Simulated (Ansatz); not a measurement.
Geometry optimisation, Ansatz 0.2.0, DFT LDA, scalar-relativistic, plane waves, PAW.

Input:

```yaml
crystal:
  lattice:
    - [0.0, 4.35, 4.35]
    - [4.35, 0.0, 4.35]
    - [4.35, 4.35, 0.0]
  atoms:
    - { symbol: Ti, position: [0.25, 0.25, 0.25] }
    - { symbol: C, position: [0.0, 0.0, 0.0] }
    - { symbol: Ti, position: [0.25, 0.25, 0.75] }
    - { symbol: C, position: [0.0, 0.0, 0.5] }
    - { symbol: Ti, position: [0.25, 0.75, 0.25] }
    - { symbol: C, position: [0.0, 0.5, 0.0] }
    - { symbol: Ti, position: [0.25, 0.75, 0.75] }
    - { symbol: C, position: [0.0, 0.5, 0.5] }
    - { symbol: Ti, position: [0.75, 0.25, 0.25] }
    - { symbol: C, position: [0.5, 0.0, 0.0] }
    - { symbol: Ti, position: [0.75, 0.25, 0.75] }
    - { symbol: C, position: [0.5, 0.0, 0.5] }
    - { symbol: Ti, position: [0.75, 0.75, 0.25] }
    - { symbol: C, position: [0.5, 0.5, 0.0] }
    - { symbol: Ti, position: [0.75, 0.75, 0.75] }
    - { symbol: C, position: [0.5, 0.5, 0.5] }
    - { symbol: "N", position: [0.63297907, 0.61795972, 0.62300517] }
basis:
  ecutwfc: 420.0
kpoints:
  mp_grid: { grid: [4, 4, 4] }
hamiltonian:
  xc: lda
  pseudopotentials: { kind: paw, azcp: { folder: soft_1 } }
scf:
  occupations: { method: fermi_dirac, width: 0.15 }
  lower_state_search: "off"
relax:
  f_tol: 0.03
  max_steps: 60
  adjacent_minimum: "off"
```

Run as:

```bash
$ ansatz run input.yaml --threads 4 --pin off --max-ram 10240MiB --backend cpu --events-out ev --progress --plain --runs-dir out
```

Q: Where does it end, and by what steps?

A: It converged. Limits of this set-up: coarse k mesh, odd electron count without spin, PAW files made for another functional, a small cell, in which the defect meets its images, a typed lattice constant that wasn't relaxed here. After 9 steps the energy has fallen by 2.244 eV; N17 moved furthest, 0.39 Å.

```
step  energy less start (eV)  largest force component (eV/Å)  accepted
   0                  0.0000                           2.122       yes
   1                 -0.6896                           0.832       yes
   2                 -0.9712                           1.311       yes
   3                 -1.2673                           1.911       yes
   4                 -1.7962                           1.582       yes
   5                 -2.0918                           0.991       yes
   6                 -2.1795                           0.353       yes
   7                 -2.2277                           0.301       yes
   8                 -2.2437                           0.058       yes
   9                 -2.2441                           0.017       yes
```

```xyz
17
Lattice="0.0000 4.3500 4.3500 4.3500 0.0000 4.3500 4.3500 4.3500 0.0000" Properties=species:S:1:pos:R:3
Ti 2.158 2.151 2.150
C -0.023 -0.017 -0.018
Ti 4.373 4.366 2.150
C 2.191 2.197 -0.018
Ti 4.373 2.151 4.365
C 2.191 -0.017 2.196
Ti 6.449 4.426 4.424
C 4.403 2.122 2.120
Ti 2.214 4.310 4.309
C 0.029 2.145 2.144
Ti 4.284 6.590 4.239
C 2.284 4.240 2.240
Ti 4.284 4.240 6.589
C 2.285 2.241 4.238
Ti 6.634 6.590 6.589
C 4.283 4.240 4.238
N 5.187 5.688 5.686
```

Whether the end is a true minimum wasn't checked by a vibrational analysis.

Time of the run: 83 s on 4 threads of Arm Neoverse V2, on a shared host, peak memory 0.79 GiB.
